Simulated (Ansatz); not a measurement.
# AlCl2FH2O: two geometries relaxed, part 2 of 2

Are the two ends of the reaction (exchange4) separate minima, and which lies lower? Each is relaxed from a guess. Meant to form: Al1–F6, H5–O2; to break: Al1–O2, H5–F6. The start is a guess near the saddle point, from which both ends are pulled out.

Ansatz 0.2.0; RKS B3LYP-D4/6-31G. Earlier steps stand in the parts before.

**4. A restrained relaxation towards end B**

Springs on the bonds that form and break draw the guess towards this end; the thresholds are loose.

The input, input.yaml:

```yaml
crystal:
  periodic: [false, false, false]
  atoms:
    - { symbol: Al, position_ang: [0.0101, -0.8925, 0.3015] }
    - { symbol: O, position_ang: [-0.7524, 1.1082, -0.108] }
    - { symbol: Cl, position_ang: [-0.1261, -2.0039, -1.3745] }
    - { symbol: Cl, position_ang: [-0.1527, -1.1465, 2.2867] }
    - { symbol: H, position_ang: [0.5177, 1.0454, -0.1179] }
    - { symbol: F, position_ang: [1.5789, 0.4814, -0.0338] }
    - { symbol: H, position_ang: [-1.0755, 1.4078, -0.954] }
basis:
  gaussian: { orbitals: "6-31G" }
hamiltonian:
  xc: b3lyp
  dispersion: d4
relax:
  f_tol: 0.15
  max_steps: 25
  restrain:
    - { distance: [0, 5], at: 1.78, k: 30.0 }
    - { distance: [4, 1], at: 0.97, k: 30.0 }
    - { distance: [0, 1], at: 3.17, k: 30.0 }
    - { distance: [4, 5], at: 2.18, k: 30.0 }
```

Launch:

```bash
> ansatz run input.yaml --threads 1 --pin off --max-ram 2048MiB --backend cpu --events-out ev --progress --plain --runs-dir out
```

Output:

```text
Warning: RAYON_NUM_THREADS=1 ignored (pool sized by the plan → 1); use --threads N
The last accepted step is kept in <dir> (removed where the run ends without a failure and the disk answers)
Engine: ansatz 0.2.0, aarch64-unknown-linux-gnu
Functional definition: B3LYP
  parameter a0 = 0.2
  parameter ax = 0.72
  parameter ac = 0.81
  exchange = (1 - a0 - ax)*slater_x + ax*b88_x + a0*exact_x
  correlation = (1 - ac)*vwn_rpa_c + ac*lyp_c
697 factors; integrals over basis functions are off by at most 2.2e-4 eV
mean field evaluation 1: about -36434.5147 eV, gradient 5.5e1 eV
mean field evaluation 2: about -36422.5750 eV, gradient 9.6e1 eV
mean field evaluation 4: about -36440.3697 eV, gradient 5.0e0 eV
mean field evaluation 8: about -36440.4064 eV, gradient 2.0e-1 eV
mean field evaluation 16: about -36440.4065 eV, gradient 6.0e-6 eV
mean field -36440.40653075 eV, -1339.1602398103 hartree, gradient 6.0e-6 eV, S^2 0.000000; 0 other end points of the search recorded, 0 dependent functions left out
the calculation of the forces begins
reference -36440.40679127 eV, -1339.1602493843 hartree; 33, 33 occupied and 28, 28 virtual orbitals, 697 factors
relax step   1: F+E_penalty+E_count = -36440.67766879 eV  Δ(F+E_penalty+E_count) = +0.000e0 eV  max|allowed force component| = 4.800e0 eV/Å  E_restraint = 31.99299923 eV  max|allowed force component, restraints' pulls added| = 3.589e1 eV/Å  Δτ_max = 0.0000 Å  (25 SCF iters, accepted)
  distance Al 0 - F 5 = 2.1121 Å
  distance H 4 - O 1 = 1.2717 Å
  distance Al 0 - O 1 = 2.1799 Å
  distance H 4 - F 5 = 1.2047 Å
these checks for a lower state are left out or cut short: starts, cluster_reference, orbital_swaps, neighbouring_geometries, increment
697 factors; integrals over basis functions are off by at most 2.3e-4 eV
mean field -36440.51108397 eV, -1339.1640820704 hartree, gradient 2.0e-5 eV, S^2 0.000000; 0 other end points of the search recorded, 0 dependent functions left out
the calculation of the forces begins
reference -36440.51134586 eV, -1339.1640916946 hartree; 33, 33 occupied and 28, 28 virtual orbitals, 697 factors
relax step   2: F+E_penalty+E_count = -36440.77540439 eV  Δ(F+E_penalty+E_count) = -9.774e-2 eV  max|allowed force component| = 4.260e0 eV/Å  E_restraint = 14.17189157 eV  max|allowed force component, restraints' pulls added| = 2.371e1 eV/Å  Δτ_max = 0.1943 Å  (30 SCF iters, accepted)
  distance Al 0 - F 5 = 2.0041 Å
  distance H 4 - O 1 = 1.1297 Å
  distance Al 0 - O 1 = 2.5120 Å
  distance H 4 - F 5 = 1.5196 Å
these checks for a lower state are left out or cut short: starts, cluster_reference, orbital_swaps, neighbouring_geometries, increment
697 factors; integrals over basis functions are off by at most 1.8e-4 eV
mean field -36440.90390352 eV, -1339.1785179226 hartree, gradient 1.2e-5 eV, S^2 0.000000; 0 other end points of the search recorded, 0 dependent functions left out
the calculation of the forces begins
reference -36440.90416500 eV, -1339.1785275318 hartree; 33, 33 occupied and 28, 28 virtual orbitals, 697 factors
relax step   3: F+E_penalty+E_count = -36441.17085881 eV  Δ(F+E_penalty+E_count) = -3.955e-1 eV  max|allowed force component| = 3.492e0 eV/Å  E_restraint = 4.39839127 eV  max|allowed force component, restraints' pulls added| = 9.761e0 eV/Å  Δτ_max = 0.1947 Å  (29 SCF iters, accepted)
  distance Al 0 - F 5 = 1.8909 Å
  distance H 4 - O 1 = 0.9956 Å
  distance Al 0 - O 1 = 2.7629 Å
  distance H 4 - F 5 = 1.8415 Å
these checks for a lower state are left out or cut short: starts, cluster_reference, orbital_swaps, neighbouring_geometries, increment
697 factors; integrals over basis functions are off by at most 1.9e-4 eV
mean field evaluation 32: about -36440.7537 eV, gradient 8.2e0 eV
mean field -36441.09208814 eV, -1339.1854335798 hartree, gradient 1.7e-5 eV, S^2 0.000000; 0 other end points of the search recorded, 0 dependent functions left out
the calculation of the forces begins
reference -36441.09235235 eV, -1339.1854432892 hartree; 33, 33 occupied and 28, 28 virtual orbitals, 697 factors
relax step   4: F+E_penalty+E_count = -36441.34954380 eV  Δ(F+E_penalty+E_count) = -1.787e-1 eV  max|allowed force component| = 1.811e0 eV/Å  E_restraint = 0.23044588 eV  max|allowed force component, restraints' pulls added| = 2.733e0 eV/Å  Δτ_max = 0.1948 Å  (28 SCF iters, accepted)
  distance Al 0 - F 5 = 1.7556 Å
  distance H 4 - O 1 = 0.9540 Å
  distance Al 0 - O 1 = 3.0562 Å
  distance H 4 - F 5 = 2.1406 Å
these checks for a lower state are left out or cut short: starts, cluster_reference, orbital_swaps, neighbouring_geometries, increment
697 factors; integrals over basis functions are off by at most 1.9e-4 eV
mean field -36441.20054565 eV, -1339.1894193199 hartree, gradient 2.3e-5 eV, S^2 0.000000; 0 other end points of the search recorded, 0 dependent functions left out
the calculation of the forces begins
reference -36441.20081232 eV, -1339.1894291197 hartree; 33, 33 occupied and 28, 28 virtual orbitals, 697 factors
relax step   5: F+E_penalty+E_count = -36441.45063207 eV  Δ(F+E_penalty+E_count) = -1.011e-1 eV  max|allowed force component| = 1.848e0 eV/Å  E_restraint = 0.03603032 eV  max|allowed force component, restraints' pulls added| = 1.680e0 eV/Å  Δτ_max = 0.1947 Å  (29 SCF iters, accepted)
  distance Al 0 - F 5 = 1.7568 Å
  distance H 4 - O 1 = 0.9991 Å
  distance Al 0 - O 1 = 3.1433 Å
  distance H 4 - F 5 = 2.1975 Å
these checks for a lower state are left out or cut short: starts, cluster_reference, orbital_swaps, neighbouring_geometries, increment
697 factors; integrals over basis functions are off by at most 2.0e-4 eV
mean field -36441.31898632 eV, -1339.1937719343 hartree, gradient 1.4e-5 eV, S^2 0.000000; 0 other end points of the search recorded, 0 dependent functions left out
the calculation of the forces begins
reference -36441.31925546 eV, -1339.1937818248 hartree; 33, 33 occupied and 28, 28 virtual orbitals, 697 factors
relax step   6: F+E_penalty+E_count = -36441.56296283 eV  Δ(F+E_penalty+E_count) = -1.123e-1 eV  max|allowed force component| = 1.399e0 eV/Å  E_restraint = 0.02770995 eV  max|allowed force component, restraints' pulls added| = 5.550e-1 eV/Å  Δτ_max = 0.1948 Å  (29 SCF iters, accepted)
  distance Al 0 - F 5 = 1.7506 Å
  distance H 4 - O 1 = 0.9732 Å
  distance Al 0 - O 1 = 3.1418 Å
  distance H 4 - F 5 = 2.1933 Å
these checks for a lower state are left out or cut short: starts, cluster_reference, orbital_swaps, neighbouring_geometries, increment
697 factors; integrals over basis functions are off by at most 1.9e-4 eV
mean field -36441.32963755 eV, -1339.1941633597 hartree, gradient 2.3e-5 eV, S^2 0.000000; 0 other end points of the search recorded, 0 dependent functions left out
the calculation of the forces begins
reference -36441.32991092 eV, -1339.1941734059 hartree; 33, 33 occupied and 28, 28 virtual orbitals, 697 factors
relax step   7: F+E_penalty+E_count = -36441.57089765 eV  Δ(F+E_penalty+E_count) = -7.935e-3 eV  max|allowed force component| = 1.352e0 eV/Å  E_restraint = 0.02567409 eV  max|allowed force component, restraints' pulls added| = 1.209e0 eV/Å  Δτ_max = 0.1951 Å  (27 SCF iters, accepted)
  distance Al 0 - F 5 = 1.7531 Å
  distance H 4 - O 1 = 0.9846 Å
  distance Al 0 - O 1 = 3.1422 Å
  distance H 4 - F 5 = 2.1790 Å
these checks for a lower state are left out or cut short: starts, cluster_reference, orbital_swaps, neighbouring_geometries, increment
697 factors; integrals over basis functions are off by at most 1.9e-4 eV
mean field evaluation 64: about -36441.3544 eV, gradient 2.8e-4 eV
mean field -36441.35437595 eV, -1339.1950724790 hartree, gradient 1.5e-5 eV, S^2 0.000000; 0 other end points of the search recorded, 0 dependent functions left out
the calculation of the forces begins
reference -36441.35465108 eV, -1339.1950825897 hartree; 33, 33 occupied and 28, 28 virtual orbitals, 697 factors
relax step   8: F+E_penalty+E_count = -36441.59418408 eV  Δ(F+E_penalty+E_count) = -2.329e-2 eV  max|allowed force component| = 1.143e0 eV/Å  E_restraint = 0.02232745 eV  max|allowed force component, restraints' pulls added| = 3.417e-1 eV/Å  Δτ_max = 0.0913 Å  (28 SCF iters, accepted)
  distance Al 0 - F 5 = 1.7499 Å
  distance H 4 - O 1 = 0.9782 Å
  distance Al 0 - O 1 = 3.1482 Å
  distance H 4 - F 5 = 2.1860 Å
these checks for a lower state are left out or cut short: starts, cluster_reference, orbital_swaps, neighbouring_geometries, increment
697 factors; integrals over basis functions are off by at most 2.0e-4 eV
mean field -36441.35324416 eV, -1339.1950308865 hartree, gradient 1.7e-5 eV, S^2 0.000000; 0 other end points of the search recorded, 0 dependent functions left out
the calculation of the forces begins
reference -36441.35351933 eV, -1339.1950409987 hartree; 33, 33 occupied and 28, 28 virtual orbitals, 697 factors
relax step   9: F+E_penalty+E_count = -36441.59382016 eV  Δ(F+E_penalty+E_count) = +3.639e-4 eV  max|allowed force component| = 1.415e0 eV/Å  E_restraint = 0.02060047 eV  max|allowed force component, restraints' pulls added| = 1.829e-1 eV/Å  Δτ_max = 0.0823 Å  (29 SCF iters, accepted)
  distance Al 0 - F 5 = 1.7488 Å
  distance H 4 - O 1 = 0.9745 Å
  distance Al 0 - O 1 = 3.1505 Å
  distance H 4 - F 5 = 2.1801 Å
these checks for a lower state are left out or cut short: starts, cluster_reference, orbital_swaps, neighbouring_geometries, increment
697 factors; integrals over basis functions are off by at most 1.9e-4 eV
mean field -36441.35675456 eV, -1339.1951598915 hartree, gradient 1.7e-5 eV, S^2 0.000000; 0 other end points of the search recorded, 0 dependent functions left out
the calculation of the forces begins
reference -36441.35703067 eV, -1339.1951700383 hartree; 33, 33 occupied and 28, 28 virtual orbitals, 697 factors
relax step  10: F+E_penalty+E_count = -36441.59720531 eV  Δ(F+E_penalty+E_count) = -3.385e-3 eV  max|allowed force component| = 1.239e0 eV/Å  E_restraint = 0.02187326 eV  max|allowed force component, restraints' pulls added| = 8.983e-2 eV/Å  Δτ_max = 0.1040 Å  (27 SCF iters, accepted)
  distance Al 0 - F 5 = 1.7488 Å
  distance H 4 - O 1 = 0.9756 Å
  distance Al 0 - O 1 = 3.1487 Å
  distance H 4 - F 5 = 2.1811 Å
697 factors; integrals over basis functions are off by at most 1.9e-4 eV
mean field evaluation 96: about -36441.3568 eV, gradient 2.6e-5 eV
mean field -36441.35675456 eV, -1339.1951598915 hartree, gradient 1.7e-5 eV, S^2 0.000000; 1 other end points of the search recorded, 0 dependent functions left out
the calculation of the forces begins
reference -36441.35703067 eV, -1339.1951700383 hartree; 33, 33 occupied and 28, 28 virtual orbitals, 697 factors
Total energy: -36441.59748142 eV, -1339.2040064402 hartree
Atom 0 at     0.458887    -1.194046     0.439033 Å, force     0.302037     1.239316    -0.414773 eV/Å
Atom 1 at    -0.827134     1.574252    -0.333552 Å, force     0.127347    -0.538087     0.196115 eV/Å
Atom 2 at    -0.172815    -2.392628    -1.254425 Å, force     0.015481     0.001946     0.026042 eV/Å
Atom 3 at    -0.003851    -1.718320     2.485272 Å, force     0.004028     0.009465     0.010787 eV/Å
Atom 4 at     0.131310     1.737476    -0.252335 Å, force     0.125522     0.047165    -0.036447 eV/Å
Atom 5 at     1.556878     0.130354     0.124670 Å, force    -0.575563    -0.721141     0.217519 eV/Å
Atom 6 at    -1.143275     1.862812    -1.208662 Å, force     0.001149    -0.038664     0.000757 eV/Å
Dipole moment:     0.111776     0.311341    -0.342680 e Å
```

Wall time 40 s (1 thread of Arm Neoverse V1, shared host); peak memory 0.15 GiB.

Step by step:

```
step  energy from step 1 (eV)  largest force component (eV/Å)
   1                   0.0000                          4.7999
   2                  -0.0977                          4.2604
   3                  -0.4932                          3.4916
   4                  -0.6719                          1.8108
   5                  -0.7730                          1.8475
   6                  -0.8853                          1.3992
   7                  -0.8932                          1.3516
   8                  -0.9165                          1.1428
   9                  -0.9162                          1.4152
  10                  -0.9195                          1.2393
```

Step 1 is the start. Energies and forces in the table leave out the springs, which the log lists apart; the run stops on the force with the springs' pull added.

After: Bond lengths: Al1–Cl3 2.169 Å, Al1–Cl4 2.162 Å, O2–H5 0.976 Å, Al1–F6 1.749 Å, O2–H7 0.974 Å. Angles: Cl3–Al1–Cl4 122.9°, Cl3–Al1–F6 117.5°, Cl4–Al1–F6 119.2°, H5–O2–H7 110.1°.

Pairs that crossed the distance rule for bonds on the way: came closer O2–H5; moved apart Al1–O2.

**5. End point B**

It starts where the restrained run ended.

The input, input.yaml:

```yaml
crystal:
  periodic: [false, false, false]
  atoms:
    - { symbol: Al, position_ang: [0.458887, -1.194046, 0.439033] }
    - { symbol: O, position_ang: [-0.827134, 1.574252, -0.333552] }
    - { symbol: Cl, position_ang: [-0.172815, -2.392628, -1.254425] }
    - { symbol: Cl, position_ang: [-0.003851, -1.71832, 2.485272] }
    - { symbol: H, position_ang: [0.13131, 1.737476, -0.252335] }
    - { symbol: F, position_ang: [1.556878, 0.130354, 0.12467] }
    - { symbol: H, position_ang: [-1.143275, 1.862812, -1.208662] }
basis:
  gaussian: { orbitals: "6-31G" }
hamiltonian:
  xc: b3lyp
  dispersion: d4
relax:
  f_tol: 0.03
  max_steps: 50
output:
  orbitals: {}
```

Launch:

```bash
> ansatz run input.yaml --threads 1 --pin off --max-ram 2048MiB --backend cpu --events-out ev --progress --plain --runs-dir out
```

Output (excerpt; [...] marks lines left out):

```text
Warning: RAYON_NUM_THREADS=1 ignored (pool sized by the plan → 1); use --threads N
[...]
[... 1 set-up line as earlier in the session ...]
[...]
700 factors; integrals over basis functions are off by at most 1.3e-4 eV
[...]
mean field -36441.35671093 eV, -1339.1951582881 hartree, gradient 2.8e-5 eV, S^2 0.000000; 0 other end points of the search recorded, 0 dependent functions left out
[...]
reference -36441.35698495 eV, -1339.1951683580 hartree; 33, 33 occupied and 28, 28 virtual orbitals, 700 factors
relax step   1: F+E_penalty+E_count = -36441.59716166 eV  Δ(F+E_penalty+E_count) = +0.000e0 eV  max|allowed force component| = 1.239e0 eV/Å  Δτ_max = 0.0000 Å  (24 SCF iters, accepted)
[...]
relax step   4: F+E_penalty+E_count = -36442.61352147 eV  Δ(F+E_penalty+E_count) = -4.688e-1 eV  max|allowed force component| = 9.694e-1 eV/Å  Δτ_max = 0.1949 Å  (27 SCF iters, accepted)
[...]
mean field -36442.69955302 eV, -1339.2445068245 hartree, gradient 1.5e-5 eV, S^2 0.000000; 1 other end points of the search recorded, 0 dependent functions left out
[...]
reference -36442.69982271 eV, -1339.2445167353 hartree; 33, 33 occupied and 28, 28 virtual orbitals, 700 factors
Total energy: -36442.97335766 eV, -1339.2545689593 hartree
Atom 0 at     0.389810    -0.695978     0.209726 Å, force    -0.006880    -0.000163    -0.000300 eV/Å
Atom 1 at    -0.441597     0.969768    -0.278628 Å, force    -0.016144     0.012214    -0.007472 eV/Å
Atom 2 at    -0.183927    -2.036390    -1.427698 Å, force    -0.000303    -0.002092     0.002962 eV/Å
Atom 3 at    -0.468176    -1.141699     2.177356 Å, force     0.004177    -0.001546    -0.005392 eV/Å
Atom 4 at     0.142677     1.738940    -0.407496 Å, force    -0.009370    -0.006783     0.000074 eV/Å
Atom 5 at     1.946189     0.017612     0.156969 Å, force     0.002072     0.000656     0.004247 eV/Å
Atom 6 at    -1.384977     1.147647    -0.430228 Å, force     0.026448    -0.002286     0.005881 eV/Å
Dipole moment:    -0.527398     1.270510    -0.366918 e Å
```

Wall time 50 s (1 thread of Arm Neoverse V1, shared host); peak memory 0.16 GiB.

Relaxation path:

```
step  energy from step 1 (eV)  largest force component (eV/Å)
   1                   0.0000                          1.2394
   2                  -0.2206                          1.0927
   3                  -0.5476                          1.3385
   4                  -1.0164                          0.9694
   5                  -1.1828                          1.5126
   6                  -1.2874                          0.6975
   7                  -1.3280                          0.5211
   8                  -1.3544                          0.3306
   9                  -1.3719                          0.2197
  10                  -1.3746                          0.1265
  11                  -1.3755                          0.0502
  12                  -1.3757                          0.1416
  13                  -1.3759                          0.0264
```

Step 1 is the start.

After: Bond lengths: Al1–O2 1.925 Å, Al1–Cl3 2.192 Å, Al1–Cl4 2.192 Å, O2–H5 0.974 Å, Al1–F6 1.713 Å, O2–H7 0.972 Å. Angles: Al1–O2–H5 117.2°, Al1–O2–H7 128.1°, H5–O2–H7 114.6°, O2–Al1–Cl3 103.1°, O2–Al1–Cl4 103.6°, O2–Al1–F6 91.4°, Cl3–Al1–Cl4 116.3°, Cl3–Al1–F6 118.0°, Cl4–Al1–F6 117.9°.

Pairs that crossed the distance rule for bonds on the way: came closer Al1–O2.

**6. Results**

This closing draws on all 2 parts.

```
                           quantity                     value
                              end A  17 moves, 1.960 eV lower
                              end B  12 moves, 1.376 eV lower
largest difference between the ends                    0.04 Å
            end B relative to end A                 +0.000 eV
```

What this shows: The two relaxations end at one structure, within 0.04 Å: no second minimum was found from this start, which doesn't rule one out. In so small a basis the energies are only a sketch.
